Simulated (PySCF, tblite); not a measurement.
**C4H8N2Si: infrared bands and NMR shifts**

Wanted: the infrared bands and NMR shifts of C4H8N2Si (`Cc1ccn([SiH3])n1`), by calculation.

Programs: tblite 0.8.0 and PySCF 2.14.0, with density-fitted response routines of our own. Each step states its level of theory. These are calculated values for one molecule in the gas phase, unless marked as measured. Atoms are numbered from 0 throughout.

### Step 1. The starting structure

15 atoms, charge 0, multiplicity 1; geometry from: GFN2-xTB.

Bonds of the start (Å): C0–C1 1.49, C1–C2 1.41, C2–C3 1.37, C3–N4 1.35, N4–Si5 1.75, N4–N6 1.35, N6–C1 1.32, C0–H7 1.09, C0–H8 1.09, C0–H9 1.09, C2–H10 1.07, C3–H11 1.07, Si5–H12 1.46, Si5–H13 1.46, Si5–H14 1.46.

### Step 2. Vibrational analysis with GFN2-xTB

Job settings and geometry (Å):

```
{"job": {"kind": "ir", "xc": "GFN2-xTB", "basis": "xTB"}, "charge": 0, "multiplicity": 1}
C     -2.526255     0.405060     0.317202
C     -1.129623    -0.046703     0.074235
C     -0.695563    -1.335648    -0.312586
C      0.666217    -1.235467    -0.385506
N      1.005915     0.035372    -0.060835
Si     2.546084     0.867366     0.018075
N     -0.096526     0.756261     0.216678
H     -2.675362     0.611932     1.376354
H     -3.230018    -0.362420     0.004974
H     -2.723135     1.322963    -0.232446
H     -1.304978    -2.195625    -0.503882
H      1.418537    -1.955386    -0.638462
H      2.601177     1.515073     1.322981
H      3.541475    -0.195297    -0.130313
H      2.597642     1.820508    -1.088381
```

**Question.** This job is followed by: GIAO PBE0/pcSseg-1 NMR shielding, non-relativistic, gas phase. Predict these results of the whole session: strongest single infrared mode (GFN2-xTB); zero-point energy (GFN2-xTB); 13C shifts against TMS (PBE0/pcSseg-1); 1H shifts against TMS (PBE0/pcSseg-1, means over atoms taken as alike); 15N shifts against NH3 (PBE0/pcSseg-1); 29Si shifts against TMS (PBE0/pcSseg-1).

The runs gave:

| quantity | value |
| --- | --- |
| strongest single infrared mode (GFN2-xTB) | 790 cm⁻¹, 440 km/mol |
| zero-point energy (GFN2-xTB) | 68.9 kcal/mol |
| 13C shifts against TMS (PBE0/pcSseg-1) | 158.6, 140.5, 113.0, 15.9 ppm |
| 1H shifts against TMS (PBE0/pcSseg-1, means over atoms taken as alike) | 7.44, 6.25, 5.09, 2.53 ppm |
| 15N shifts against NH3 (PBE0/pcSseg-1) | 350.8, 218.9 ppm |
| 29Si shifts against TMS (PBE0/pcSseg-1) | -51.6 ppm |

The lowest mode is imaginary (74i cm⁻¹), so the xTB geometry is not a minimum. The strongest single mode, at 790 cm⁻¹, has its largest shares on H14, H12 and H13 (the list is cut at 3 atoms). Unscaled tight-binding wavenumbers are off by several per cent, some by more. Its intensities can rank the bands wrongly. At PBE0/pcSseg-1: The largest span, 481 ppm, is at N6, where the paramagnetic term is -410 ppm. NICS(1)zz of -30 ppm above the planar ring from C1 marks a diatropic (aromatic) ring current.
